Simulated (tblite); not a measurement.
# C6H12Cl4O: the cost of one run

Programs: tblite 0.8.0 and PySCF 2.14.0. All values are calculated, for the isolated system unless a continuum is named. Atoms count from 0, parts from 1.

### Step 1. The system as given

23 atoms, charge 0, multiplicity 1; geometry: rigid parts in contact. Parts: 1 = atoms 0–12, `C1CCOC1`, charge 0; 2 = atoms 13–17, `ClCCl`, charge 0; 3 = atoms 18–22, `ClCCl`, charge 0.

### Step 2. Bringing the parts together with GFN1-xTB

Job settings and geometry (Å):

```
{"job": {"kind": "dock", "xc": "GFN1-xTB", "basis": "xTB"}, "charge": 0, "multiplicity": 1, "parts": [{"atoms": "0-12", "charge": 0, "multiplicity": 1}, {"atoms": "13-17", "charge": 0, "multiplicity": 1}, {"atoms": "18-22", "charge": 0, "multiplicity": 1}]}
C     -1.023109    -0.331580     0.080247
C      0.244264    -0.898321    -0.563622
C      1.360325    -0.034301     0.043281
O      0.748715     1.156605     0.515315
C     -0.654522     1.137377     0.311768
H     -1.905504    -0.440313    -0.552072
H     -1.218330    -0.820804     1.038337
H      0.202763    -0.756556    -1.646868
H      0.390540    -1.959652    -0.350724
H      2.125283     0.225525    -0.701853
H      1.851524    -0.548693     0.884701
H     -0.913462     1.758430    -0.563173
H     -1.149700     1.543862     1.203824
Cl    -1.548094     1.261080     3.742229
C     -1.013933     0.004409     4.864240
Cl    -1.366065    -1.621250     4.266204
H     -1.543077     0.158761     5.804502
H      0.062959     0.081436     5.019255
Cl     2.215908    -0.636455     4.155981
C      2.865197    -2.216115     3.712261
Cl     4.532993    -2.107275     3.146944
H      2.252886    -2.634053     2.915039
H      2.833793    -2.864983     4.585863
```

Method: GFN1-xTB search for minima from random contacts, gas phase.

Run with:

```
$ OMP_NUM_THREADS=1 python cluster_run.py task.json out
```

This one command runs all jobs of the session in turn.

**Question.** How long does this first job take on 1 thread of Arm Neoverse V2, shared host?

About 75 s.
